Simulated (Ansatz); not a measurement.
# GeH₂ (triplet): wB97M-V, B2PLYP over a scan of the distance Ge1–H2, cc-pVDZ

How well do these functionals follow the top wave-function level for GeH₂ (triplet) over a scan of the distance Ge1–H2?

Computed with Ansatz 0.2.0, Gaussian basis. Level: cc-pVDZ, all electrons in the functionals, frozen cores in the correlation of double hybrids and RPA.

The runs, in order: wB97M-V, B2PLYP, at 1.235 Å; 1.397 Å; 1.540 Å; 1.706 Å; 1.909 Å; 2.110 Å; 2.455 Å; 2.903 Å; 3.414 Å; 4.120 Å; 5.357 Å.

21 further runs of the same task are left out: 17 that didn't finish, 4 set aside as unsound or not needed.

### 1 The geometry

The geometry derives from a PBE0/def2-TZVP stationary point (not a proven minimum). One bond is set to the value named and the two fragments are kept rigid. No spin-orbit coupling is included. The filled d shell of Ge may be among the frozen orbitals whatever the setting's name suggests; the logs give the count.

3 atoms, charge 0, spin multiplicity 3.

Atoms are counted from 1 here; the program's logs count them from 0.

Bond lengths: Ge1–H2 1.541 Å, Ge1–H3 1.541 Å. Angles: H2–Ge1–H3 120.0°.

As a file:

```csv
atom,x (Å),y (Å),z (Å)
Ge1,0.0000,-0.0208,0.0000
H2,0.0000,0.7490,-1.3344
H3,0.0000,0.7490,1.3344
```

No dispersion term is added; wB97M-V holds VV10 nonlocal correlation.

The geometry shown and the zero of energy belong to the point 1.540 Å. The yardstick, FCI, and other wave-function levels (R restricted, U unrestricted, valence and pair active spaces) come from earlier runs.

### 2 wB97M-V, 1.235 Å

in.yaml reads:

```yaml
crystal:
  periodic: [false, false, false]
  atoms:
    - {symbol: Ge, position_ang: [0.000000, -0.018726, -0.003573]}
    - {symbol: H, position_ang: [0.000000, 0.598415, -1.073322]}
    - {symbol: H, position_ang: [0.000000, 0.751093, 1.330828]}
basis:
  gaussian: {orbitals: cc-pVDZ}
magnetization: {spin_polarized: true, initial_magnetization: 2}
hamiltonian: {xc: {name: wB97M-V}}
output: {forces: true, orbitals: {seedname: orbitals}}
```

Command:

```sh
$ ansatz run in.yaml --threads 1 --pin off --events-out ev --progress --plain --max-ram 2393MiB
```

After this run come: wB97M-V, 1.397 Å; wB97M-V, 1.540 Å; wB97M-V, 1.706 Å; wB97M-V, 1.909 Å; wB97M-V, 2.110 Å; wB97M-V, 2.455 Å; wB97M-V, 2.903 Å; wB97M-V, 3.414 Å; wB97M-V, 4.120 Å; wB97M-V, 5.357 Å; B2PLYP, 1.235 Å; B2PLYP, 1.397 Å; B2PLYP, 1.540 Å; B2PLYP, 1.706 Å; B2PLYP, 1.909 Å; B2PLYP, 2.110 Å; B2PLYP, 2.455 Å; B2PLYP, 2.903 Å; B2PLYP, 3.414 Å; B2PLYP, 4.120 Å; B2PLYP, 5.357 Å.

**Question.** What will the summary of the whole plan be? Wanted: span of the FCI curve; largest miss, wB97M-V; largest miss, B2PLYP.

**Answer**, as computed:

```
             quantity                    value
span of the FCI curve            47.8 kcal/mol
largest miss, wB97M-V  -1.9 kcal/mol (1.235 Å)
 largest miss, B2PLYP  -1.5 kcal/mol (2.903 Å)
```

In words: Of the functionals, B2PLYP keep the smallest largest miss at the points compared (at most 1.5 kcal/mol) and wB97M-V strays most (1.9 kcal/mol, at 1.235 Å). Functionals and the yardstick converge differently with the basis, so part of each miss in cc-pVDZ is the basis.
